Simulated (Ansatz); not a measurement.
**C₂H₈BBrGaN: a ladder of functionals and wavefunction methods**

An exercise on one series of results from a longer session: the logs are not shown, and one member is left open.

Method: functionals in def2-TZVPP, the program's frozen cores in correlated methods; program: Ansatz 0.2.0, Gaussian basis.

Levels to be run: LDA (SPW92), PBE-D4, revPBE-D4, BLYP-D4, r2SCAN-D4, B97M-V, PBE0-D4, B3LYP-D4, r2SCANh-D4, r2SCAN0-D4, HSE06-D4, BHLYP-D4, CAM-B3LYP-D4, LC-ωPBE, ωB97X-V, ωB97M-V, B2PLYP, PBE-QIDH; CCSD(T)/def2-SVP; CCSD(T)/def2-TZVPP; MP2/def2-QZVPP; extrapolation to the limit; RPA on PBE.

### The relaxed structure

All runs share one geometry, relaxed beforehand with PBE0-D4 in a triple-zeta def2 set.

SMILES `C[N](C)[GaH][BH]Br`, 14 atoms, charge 0, spin multiplicity 1.

Atoms are counted from 1 here; the program's logs count them from 0.

Bond lengths: C1–N2 1.440 Å, C1–H7 1.100 Å, C1–H8 1.100 Å, C1–H9 1.091 Å, N2–C3 1.440 Å, N2–Ga4 1.829 Å, C3–H10 1.091 Å, C3–H11 1.100 Å, C3–H12 1.100 Å, Ga4–B5 2.092 Å, Ga4–H13 1.567 Å, B5–Br6 1.906 Å, B5–H14 1.194 Å. Angles: N2–C1–H7 111.5°, N2–C1–H8 111.5°, N2–C1–H9 110.7°, H7–C1–H8 107.0°, H7–C1–H9 108.0°, H8–C1–H9 108.0°, C1–N2–C3 112.6°, C1–N2–Ga4 123.2°, C3–N2–Ga4 124.2°, N2–C3–H10 110.9°, N2–C3–H11 111.5°, N2–C3–H12 111.5°, H10–C3–H11 107.9°, H10–C3–H12 107.9°, H11–C3–H12 106.9°, N2–Ga4–B5 117.4°, N2–Ga4–H13 113.5°, B5–Ga4–H13 129.1° and more.

Geometry (Å):

| atom | x (Å) | y (Å) | z (Å) |
| --- | --- | --- | --- |
| C1 | 0.4692 | -0.8113 | 1.7737 |
| N2 | 0.1960 | -0.3216 | 0.4475 |
| C3 | 0.7982 | -1.1347 | -0.5769 |
| Ga4 | -0.8072 | 1.1721 | 0.1170 |
| B5 | -1.0839 | 1.7246 | -1.8814 |
| Br6 | -2.1083 | 3.2783 | -2.2920 |
| H7 | 1.5497 | -0.8381 | 1.9782 |
| H8 | 0.0913 | -1.8352 | 1.9105 |
| H9 | -0.0013 | -0.1741 | 2.5245 |
| H10 | 0.5750 | -0.7396 | -1.5694 |
| H11 | 0.4324 | -2.1711 | -0.5350 |
| H12 | 1.8918 | -1.1763 | -0.4671 |
| H13 | -1.3434 | 1.8647 | 1.4162 |
| H14 | -0.6593 | 1.1625 | -2.8459 |

Set-up of the first run:

in.yaml

```yaml
crystal:
  periodic: [false, false, false]
  atoms:
    - {symbol: C, position_ang: [0.469235, -0.811348, 1.773739]}
    - {symbol: N, position_ang: [0.196038, -0.321550, 0.447458]}
    - {symbol: C, position_ang: [0.798181, -1.134711, -0.576853]}
    - {symbol: Ga, position_ang: [-0.807248, 1.172050, 0.117049]}
    - {symbol: B, position_ang: [-1.083934, 1.724641, -1.881434]}
    - {symbol: Br, position_ang: [-2.108292, 3.278313, -2.291967]}
    - {symbol: H, position_ang: [1.549665, -0.838144, 1.978217]}
    - {symbol: H, position_ang: [0.091256, -1.835217, 1.910476]}
    - {symbol: H, position_ang: [-0.001325, -0.174079, 2.524528]}
    - {symbol: H, position_ang: [0.574991, -0.739611, -1.569416]}
    - {symbol: H, position_ang: [0.432382, -2.171144, -0.534963]}
    - {symbol: H, position_ang: [1.891774, -1.176327, -0.467082]}
    - {symbol: H, position_ang: [-1.343407, 1.864655, 1.416177]}
    - {symbol: H, position_ang: [-0.659328, 1.162452, -2.845919]}
basis:
  gaussian: {orbitals: def2-TZVPP}
hamiltonian: {xc: lda}
output: {orbitals: {seedname: orbitals}}
```

Started as:

```sh
ansatz run in.yaml --threads 2 --pin off --events-out ev --progress --plain --max-ram 32768MiB --backend cuda --devices 0, --max-vram 18GiB
```

Steps of the session up to this table: LDA; PBE-D4 (GGA); revPBE-D4 (GGA); BLYP-D4 (GGA); r2SCAN-D4 (meta-GGA); B97M-V (meta-GGA); PBE0-D4 (hybrid); B3LYP-D4 (hybrid); r2SCANh-D4 (hybrid); r2SCAN0-D4 (hybrid); HSE06-D4 (hybrid); BHLYP-D4 (hybrid); CAM-B3LYP-D4 (range-separated); LC-ωPBE (range-separated); ωB97X-V (range-separated); ωB97M-V (range-separated); B2PLYP (double hybrid); PBE-QIDH (double hybrid).

One table of the session follows, with a row left open; its other results are not shown here.

It belongs to the step «Orbital energies across the functionals». 

```
  functional  HOMO (eV)  LUMO (eV)  gap (eV)
 LDA (SPW92)      -5.54      -3.62      1.92
      PBE-D4      -5.37      -3.39      1.98
   revPBE-D4      -5.30      -3.30      2.01
     BLYP-D4      -5.25      -3.22      2.04
   r2SCAN-D4      -5.55      -3.25      2.30
      B97M-V      -5.62      -3.29      2.33
     PBE0-D4          ?          ?         ?
    B3LYP-D4      -6.26      -2.79      3.47
  r2SCANh-D4      -5.95      -2.98      2.97
  r2SCAN0-D4      -6.58      -2.56      4.02
    HSE06-D4      -6.04      -3.01      3.03
    BHLYP-D4      -7.51      -1.73      5.78
CAM-B3LYP-D4      -7.74      -1.59      6.15
     LC-ωPBE      -9.01      -0.53      8.49
     ωB97X-V      -8.71      -0.61      8.09
     ωB97M-V      -8.64      -0.77      7.87
```

**Question.** Estimate the row for PBE0-D4.

**Answer.** HOMO (eV): -6.43; LUMO (eV): -2.64; gap (eV): 3.80. In the column «HOMO (eV)» it lies between r2SCAN0-D4 (-6.58) and B3LYP-D4 (-6.26).
